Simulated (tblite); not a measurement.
# H30Si18: the cost of one run

Programs: tblite 0.8.0 and PySCF 2.14.0, with routines of our own; each step states its level. All values are computed. Atoms count from 0.

### Step 1. The starting structure

48 atoms, charge 0, multiplicity 1; geometry from: force field, distance geometry or constructed start.

### Step 2. Relaxing the molecule with GFN2-xTB

Job settings and geometry (Å):

```
{"job": {"kind": "relax", "xc": "GFN2-xTB", "basis": "xTB"}, "charge": 0, "multiplicity": 1}
Si     0.004900     1.111800    -0.376600
Si    -1.931900     2.229700     0.368100
Si    -3.852300     1.111300    -0.374000
Si    -3.858200    -1.109200     0.368800
Si    -1.929700    -2.228300    -0.371600
Si    -0.003300    -1.114100     0.372400
Si     3.857600     1.115300    -0.378300
Si     1.932100     2.229800     0.376500
Si     1.931400    -2.229200    -0.375400
Si     3.854700    -1.114400     0.376600
Si     7.712800     1.112400    -0.377100
Si     5.783700     2.225100     0.375000
Si     5.782800    -2.226400    -0.370000
Si     7.717100    -1.114200     0.372300
Si    -5.788400     2.232200     0.375200
Si    -7.716800     1.114200    -0.368700
Si    -7.714500    -1.111700     0.375900
Si    -5.787300    -2.230500    -0.376000
H     -0.000600     1.115400    -1.812500
H     -1.925900     2.228000     1.817700
H     -1.931000     3.589600    -0.100500
H     -3.858400     1.115100    -1.815200
H     -3.854100    -1.109000     1.821600
H     -1.932900    -2.231400    -1.816500
H     -1.928200    -3.583200     0.102900
H     -0.006100    -1.114500     1.817500
H      3.858200     1.115900    -1.815700
H      1.928100     2.227700     1.816200
H      1.929300     3.586200    -0.104000
H      1.929800    -2.226700    -1.811600
H      1.932300    -3.585200     0.100900
H      3.855600    -1.112300     1.815200
H      7.713900     1.113700    -1.816900
H      8.893700     1.791600     0.105700
H      5.787400     2.228900     1.811700
H      5.786700     3.588000    -0.104900
H      5.785400    -2.227000    -1.819100
H      5.787100    -3.583300     0.099400
H      7.716000    -1.117500     1.814900
H      8.886800    -1.789500    -0.100800
H     -5.786300     2.224800     1.818800
H     -5.780300     3.580200    -0.098300
H     -7.710000     1.114600    -1.818600
H     -8.889000     1.792400     0.100200
H     -7.718600    -1.111900     1.817400
H     -8.893500    -1.791300    -0.105400
H     -5.783800    -2.227000    -1.815600
H     -5.786500    -3.583200     0.104300
```

On the command line:

```
$ OMP_NUM_THREADS=2 python large_run.py task.json out
```

The driver reads the jobs from task.json and runs them one after another.

Q: Estimate the wall time and peak memory of this first job on 2 threads of Arm Neoverse N1, shared host.

About 5.8 s, with a peak of 0.17 GiB.
